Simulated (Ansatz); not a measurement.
# CrCoN2: the cost of one run

Method: DFT PBE, scalar-relativistic, plane waves, PAW, in Ansatz 0.2.0.

1 further run of the same task is left out (it didn't finish).

### 1 The system as given

It takes space group P6_3/mmc (No. 194, hexagonal). Conventional cell: a = 2.755 Å, b = 2.755 Å, c = 9.880 Å, α = 90.00°, β = 90.00°, γ = 120.00°. Cr (site symmetry -6m2) is surrounded by 6 N at 2.01 Å. Co (site symmetry -3m) is surrounded by 6 N at 2.02 Å. Around N (site symmetry 3m) lie 3 Cr at 2.01 Å and 3 Co at 2.02 Å.

Structure file:

```cif
data_structure
_symmetry_space_group_name_H-M 'P6_3/mmc'
_symmetry_Int_Tables_number 194
_cell_length_a 2.7551
_cell_length_b 2.7551
_cell_length_c 9.8795
_cell_angle_alpha 90.000
_cell_angle_beta 90.000
_cell_angle_gamma 120.000
_cell_volume 64.94
loop_
_atom_site_label
_atom_site_type_symbol
_atom_site_symmetry_multiplicity
_atom_site_Wyckoff_symbol
_atom_site_fract_x
_atom_site_fract_y
_atom_site_fract_z
_atom_site_occupancy
Cr1 Cr 2 c 0.33333 0.66667 0.25000 1
Co1 Co 2 a 0.00000 0.00000 0.00000 1
N1 N 4 f 0.66667 0.33333 0.12614 1
```

The structure comes from the Materials Project (structure only).

### 2 A distortion that keeps the symmetry

What differs from the listed cell: strain xx, yy, zz, yz, xz, xy = -2.3, -2.3, -3.8, +0.0, +0.0, +0.0 %; atoms moved by 0.10 Å root mean square, at most 0.14 Å.

File input.yaml:

```yaml
crystal:
  lattice:
    - [2.6921423767, 0.0, 0.0]
    - [-1.3460711884, 2.3314636889, 0.0]
    - [0.0, 0.0, 9.5055666979]
  atoms:
    - { symbol: Cr, position: [0.3333333333, 0.6666666667, 0.25] }
    - { symbol: Cr, position: [0.6666666667, 0.3333333333, 0.75] }
    - { symbol: Co, position: [0.0, 0.0, 0.0] }
    - { symbol: Co, position: [0.0, 0.0, 0.5] }
    - { symbol: "N", position: [0.6666666667, 0.3333333333, 0.1118283818] }
    - { symbol: "N", position: [0.3333333333, 0.6666666667, 0.8881716182] }
    - { symbol: "N", position: [0.3333333333, 0.6666666667, 0.6118283818] }
    - { symbol: "N", position: [0.6666666667, 0.3333333333, 0.3881716182] }
basis:
  ecutwfc: 420
kpoints:
  mp_grid: { grid: [12, 12, 4] }
hamiltonian:
  xc: pbe
scf:
  occupations: { method: gaussian, width: 0.1 }
output:
  forces: true
  stress: true
  eigenvalues: true
```

On the command line:

```bash
> ansatz run input.yaml --threads 1 --pin off --max-ram 2560MiB --backend cpu --events-out ev --progress --plain --runs-dir out
```

**Question.** How long does this run take on 1 thread of Intel Xeon at 2.70GHz, shared host, and how much memory does it need?

About 15 s, with a peak of 0.45 GiB.
